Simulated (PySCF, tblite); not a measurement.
**C₄H₁₃BN₂: geometry, infrared bands and NMR shifts**

Aim: predict the infrared bands and NMR shifts of C₄H₁₃BN₂ (`CN[B@@H-]1CC[N@@H+]1C`).

The runs use tblite 0.8.0 and PySCF 2.14.0, with density-fitted response routines of our own; the level of theory stands in each step. All values are computed, except where a source is named. Atoms are numbered from 0 throughout.

## 1. The starting structure

20 atoms, charge 0, multiplicity 1; geometry from: force field or distance geometry start.

Bonds of the start (Å): C0–N1 1.47, N1–B2 1.49, B2–C3 1.60, C3–C4 1.51, C4–N5 1.45, N5–C6 1.43, N5–B2 1.52, C0–H7 1.11, C0–H8 1.10, C0–H9 1.09, N1–H10 1.06, B2–H11 1.18, C3–H12 1.12, C3–H13 1.11, C4–H14 1.12, C4–H15 1.11, N5–H16 1.05, C6–H17 1.12, C6–H18 1.11, C6–H19 1.11.

## 2. Relaxing the molecule with GFN2-xTB

The job: settings as JSON, then the geometry in Å.

```
{"job": {"kind": "relax", "xc": "GFN2-xTB", "basis": "xTB"}, "charge": 0, "multiplicity": 1}
C      2.394300    -1.022700     0.299400
N      1.124200    -0.489600     0.821000
B      0.432200     0.201900    -0.303300
C     -0.065700     1.697800    -0.050100
C     -1.483900     1.215400    -0.216300
N     -1.027100    -0.114100    -0.564300
C     -1.635700    -1.173000     0.175500
H      2.484500    -0.734000    -0.767500
H      2.436100    -2.120300     0.385100
H      3.264900    -0.607600     0.815500
H      1.416200     0.224200     1.543100
H      1.050700     0.164500    -1.308000
H      0.175700     2.114700     0.957600
H      0.234400     2.353400    -0.895600
H     -1.999600     1.696000    -1.082800
H     -2.060100     1.302000     0.724900
H     -1.188100    -0.274500    -1.585000
H     -1.165700    -2.168900    -0.020400
H     -1.712000    -1.003400     1.268400
H     -2.680300    -1.251200    -0.200200
```

Started as:

```sh
$ OMP_NUM_THREADS=1 python probes_run.py task.json out
```

This one command runs all jobs of the session in turn.

**Question.** This job is followed by: GFN2-xTB harmonic vibrations, gas phase; GIAO PBE0/pcSseg-1 NMR shielding, non-relativistic, gas phase. What will the session give for the following? strongest single infrared mode (GFN2-xTB); zero-point energy (GFN2-xTB); ¹³C shifts against TMS (PBE0/pcSseg-1); ¹H shifts against TMS (PBE0/pcSseg-1); ¹⁵N shifts against NH3 (PBE0/pcSseg-1); ¹¹B shifts against BF3·OEt2 (PBE0/pcSseg-1).

The runs gave:

| quantity | value |
| --- | --- |
| strongest single infrared mode (GFN2-xTB) | 2587 cm⁻¹, 202 km/mol |
| zero-point energy (GFN2-xTB) | 110.3 kcal/mol |
| ¹³C shifts against TMS (PBE0/pcSseg-1) | 54.9, 39.9, 37.8, 22.3 ppm |
| ¹H shifts against TMS (PBE0/pcSseg-1) | 7.62, 4.95, 3.07, 3.05, 3.03, 2.97, 2.87, 2.59, 2.47, 2.45, 1.11, 0.65, -0.23 ppm |
| ¹⁵N shifts against NH3 (PBE0/pcSseg-1) | 136.7, 57.1 ppm |
| ¹¹B shifts against BF3·OEt2 (PBE0/pcSseg-1) | 38.5 ppm |

The optimisation took 258 steps and gained 1.798 eV; among the close pairs (by a distance rule), B2–N5 changed most, from 1.516 to 3.097 Å. All 54 modes are real, so the xTB geometry is a minimum. The strongest single mode, at 2587 cm⁻¹, moves mainly H11. Unscaled tight-binding wavenumbers are off by several per cent, some by more. Its intensities can rank the bands wrongly. The structure rearranged or came apart on optimisation; the results belong to the end geometry, not to the formula as drawn. Shifts at one fixed geometry are not the observed spectrum, which averages over the motion. At PBE0/pcSseg-1: Shielding is most anisotropic at N1 (span 214 ppm, paramagnetic term -195 ppm).
